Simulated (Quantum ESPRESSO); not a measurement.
BiTe under changes of volume

One of the cells (33.855 Å³/atom); the others are scaled copies at fixed shape and fractional positions:

```
Bi Te
1.0
     0.00000    3.23500    3.23500
     3.23500    0.00000    3.23500
     3.23500    3.23500    0.00000
Bi Te
1 1
Cartesian
  0.0000 0.0000 0.0000
  3.2350 3.2350 3.2350
```

| Quantity | Value |
| --- | --- |
| Program | Quantum ESPRESSO 7.5 |
| Functional | LDA |
| Potentials or basis | PseudoDojo 0.4.1 SR LDA standard |
| Cutoff | 1088 eV |
| Density cutoff | 4354 eV |
| k mesh | 7 × 7 × 7 |
| Occupations | fermi-dirac, width 0.05 eV |
| Spin | no spin polarisation |

```csv
volume (Å³/atom),energy over the lowest point (meV/atom),pressure (GPa)
31.824,0.00,0.5
32.501,0.20,-0.6
33.178,?,?
33.855,14.09,-2.6
34.532,26.85,-3.5
35.209,42.94,-4.2
35.886,62.00,-4.9
```

What does the run at 33.178 Å³/atom give?

Energy over the lowest point 5.06 meV/atom; pressure -1.7 GPa.

Worked out: A Birch-Murnaghan fit of order 3 (a polynomial in V^(-2/3)) to the other rows has its minimum at 32.13 Å³/atom with B0 = V·E''(V) = 56 GPa and B' = 4.4. It gives 5.06 meV/atom at 33.178 Å³/atom, against the run's 5.06, and -dE/dV = -1.7 GPa, against -1.7.

Energies are extrapolated to zero smearing.
